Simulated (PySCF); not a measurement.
# Nb+: ligand-field states

Aim: compute the ligand-field states of Nb+.

Computed with PySCF 2.14.0 and routines of our own; the level stands in each step. Atoms count from 0.

## Step 1: The starting structure

1 atom, charge 1, states of the metal's open shell are computed; geometry from: free ion.

## Step 2: Ligand-field states: state-averaged CASSCF

The job: settings as JSON, then the geometry in Å.

```
{"job": {"kind": "lf", "basis": {"metal": "x2c-TZVPall", "ligand": "x2c-SVPall"}, "nevpt": true}, "charge": 1, "metal": "Nb", "open_shell": "d4"}
Nb     0.000000     0.000000     0.000000
```

With the program's defaults for keys left out, this is: state-averaged CASSCF of the metal d shell, SC-NEVPT2 on the averaged canonical orbitals, state-interaction spin-orbit coupling.

Command:

```sh
$ OMP_NUM_THREADS=1 python lf_run.py task.json out
```

This one command runs all jobs of the session in turn.

Output:

```text
basis functions 63, electrons 40, active (4e, 5o)
stage 1: DIIS on the effective Fock matrix, level shift 0.30
cycle   1  E = -3816.1692531825  dE = -3.816e+03  max|g| = 1.654e+00
cycle   2  E = -3816.8987272289  dE = -7.295e-01  max|g| = 6.851e-01
cycle   3  E = -3816.9584422961  dE = -5.972e-02  max|g| = 2.383e-01
cycle   4  E = -3816.9644148557  dE = -5.973e-03  max|g| = 1.215e-02
cycle   5  E = -3816.9645658531  dE = -1.510e-04  max|g| = 3.084e-03
cycle   6  E = -3816.9645929581  dE = -2.710e-05  max|g| = 1.028e-03
cycle   7  E = -3816.9645980421  dE = -5.084e-06  max|g| = 4.487e-04
cycle   8  E = -3816.9645989639  dE = -9.219e-07  max|g| = 1.614e-04
cycle   9  E = -3816.9645991162  dE = -1.522e-07  max|g| = 6.690e-05
cycle  10  E = -3816.9645991386  dE = -2.249e-08  max|g| = 2.386e-05
cycle  11  E = -3816.9645991419  dE = -3.283e-09  max|g| = 1.085e-05
cycle  12  E = -3816.9645991424  dE = -4.629e-10  max|g| = 3.186e-06
converged average energy = -3816.9645991424

 mult deg   label        CASSCF/cm-1   NEVPT2/cm-1
   5   5   5D                  0.0           0.0
   3   3   3P              13876.3       11047.0
   3  11   3H              12369.2       11284.2
   3   7   3F              14224.2       12010.8
   3   9   3G              15532.7       13559.1
   3   5   3D              19961.5       16894.3
   1  13   1I              18553.8       17057.5
   1   9   1G              19637.3       17086.6
   1   1   1S              22864.2       19264.5
   1   5   1D              24338.9       19818.5
   1   7   1F              28044.2       23577.8
   3   3   3P              33425.5       28180.3
   3   7   3F              33077.6       28404.3
   1   9   1G              37503.0       32141.2
   1   5   1D              50516.7       42602.3
   1   1   1S              65554.9       55450.6

spin-orbit levels / cm-1
      0.00  x1  5D 0.99
    142.22  x3  5D 0.99
    404.06  x5  5D 1.00
    758.58  x7  5D 1.00
   1183.93  x9  5D 0.99
  10423.85  x1  3P 0.97
  11216.92  x3  3P 0.99
  11590.47  x9  3H 0.91 3G 0.04
  11923.70  x11  3H 0.96 3G 0.04
  12251.59  x13  3H 0.99
```

Wall time 7.5 s (1 thread of Arm Neoverse V1, shared host); peak memory 0.2 GiB.

In short:

```
             quantity     value
spin-orbit constant ζ  455 cm⁻¹
```

Powder susceptibility:

```
T (K)  χT (cm³ K/mol)  μ(eff)
    2           0.015    0.34
    5           0.037    0.54
   10           0.073    0.77
   20           0.146    1.08
   30           0.220    1.33
   50           0.375    1.73
   75           0.551    2.10
  100           0.692    2.35
  150           0.908    2.69
  200           1.092    2.96
  250           1.265    3.18
  300           1.431    3.38
```

Orbitals, density, ELF and potential are computed afterwards from the orbital file.

The spin density lies nearest to Nb0 100 %.

## Step 3: Ligand-field states: state-averaged CASSCF (freeze False)

The job: settings as JSON, then the geometry in Å.

```
{"job": {"kind": "lf", "basis": {"metal": "x2c-TZVPall", "ligand": "x2c-SVPall"}, "nevpt": true, "freeze": false}, "charge": 1, "metal": "Nb", "open_shell": "d4"}
Nb     0.000000     0.000000     0.000000
```

Method: state-averaged CASSCF of the metal d shell, SC-NEVPT2 on the averaged canonical orbitals, state-interaction spin-orbit coupling.

Output:

```text
basis functions 63, electrons 40, active (4e, 5o)
stage 1: DIIS on the effective Fock matrix, level shift 0.30
cycle   1  E = -3816.1692531825  dE = -3.816e+03  max|g| = 1.654e+00
cycle   2  E = -3816.8987272289  dE = -7.295e-01  max|g| = 6.851e-01
cycle   3  E = -3816.9584422961  dE = -5.972e-02  max|g| = 2.383e-01
cycle   4  E = -3816.9644148557  dE = -5.973e-03  max|g| = 1.215e-02
cycle   5  E = -3816.9645658531  dE = -1.510e-04  max|g| = 3.084e-03
cycle   6  E = -3816.9645929581  dE = -2.710e-05  max|g| = 1.028e-03
cycle   7  E = -3816.9645980421  dE = -5.084e-06  max|g| = 4.487e-04
cycle   8  E = -3816.9645989639  dE = -9.219e-07  max|g| = 1.614e-04
cycle   9  E = -3816.9645991162  dE = -1.522e-07  max|g| = 6.690e-05
cycle  10  E = -3816.9645991386  dE = -2.249e-08  max|g| = 2.386e-05
cycle  11  E = -3816.9645991419  dE = -3.283e-09  max|g| = 1.085e-05
cycle  12  E = -3816.9645991424  dE = -4.629e-10  max|g| = 3.186e-06
converged average energy = -3816.9645991424

 mult deg   label        CASSCF/cm-1   NEVPT2/cm-1
   5   5   5D                  0.0           0.0
   3   3   3P              13876.3       11014.0
   3  11   3H              12369.2       11258.3
   3   7   3F              14224.2       11976.4
   3   9   3G              15532.7       13519.7
   3   5   3D              19961.5       16835.0
   1  13   1I              18553.8       17018.1
   1   9   1G              19637.3       17042.3
   1   1   1S              22864.2       19205.8
   1   5   1D              24338.9       19753.7
   1   7   1F              28044.2       23497.8
   3   3   3P              33425.5       28071.8
   3   7   3F              33077.6       28301.0
   1   9   1G              37503.0       32029.9
   1   5   1D              50516.7       42440.9
   1   1   1S              65554.9       55240.1

spin-orbit levels / cm-1
      0.00  x1  5D 0.99
    142.33  x3  5D 0.99
    404.28  x5  5D 1.00
    758.82  x7  5D 1.00
   1184.10  x9  5D 0.99
  10391.12  x1  3P 0.97
  11184.44  x3  3P 0.99
  11563.85  x9  3H 0.91 3G 0.04
  11897.69  x11  3H 0.96 3G 0.04
  12225.98  x13  3H 0.99
```

Wall time 7.2 s (1 thread of Arm Neoverse V1, shared host); peak memory 0.2 GiB.

From this job:

```
             quantity     value
spin-orbit constant ζ  455 cm⁻¹
```

Powder susceptibility:

```
T (K)  χT (cm³ K/mol)  μ(eff)
    2           0.015    0.34
   20           0.146    1.08
  100           0.691    2.35
  300           1.431    3.38
```

## Step 4: The runs side by side

From the NEVPT2 states (cm⁻¹; the spread is that of the fitted one-electron ligand-field levels):

```
step       setting  ground state   next state  orbital spread  Racah B    ζ  μ(eff), 300 K
   2      as given            5D  3P at 11047               0      522  455           3.38
   3  freeze False            5D  3P at 11014               0      520  455           3.38
```

## Step 5: Summary of results

| quantity | value |
| --- | --- |
| spin-orbit constant ζ (step 2, state-averaged CASSCF) | 455 cm⁻¹ |
| ground multiplicity, μ(eff) at 300 K (step 2, free ion) | 5, 3.38 μB |
| ground multiplicity, μ(eff) at 300 K (step 3, free ion) | 5, 3.38 μB |

**Reading.** In step 2, χT goes from 0.01 at 2 K to 1.43 cm³ K/mol at 300 K, as higher levels fill or mix in.
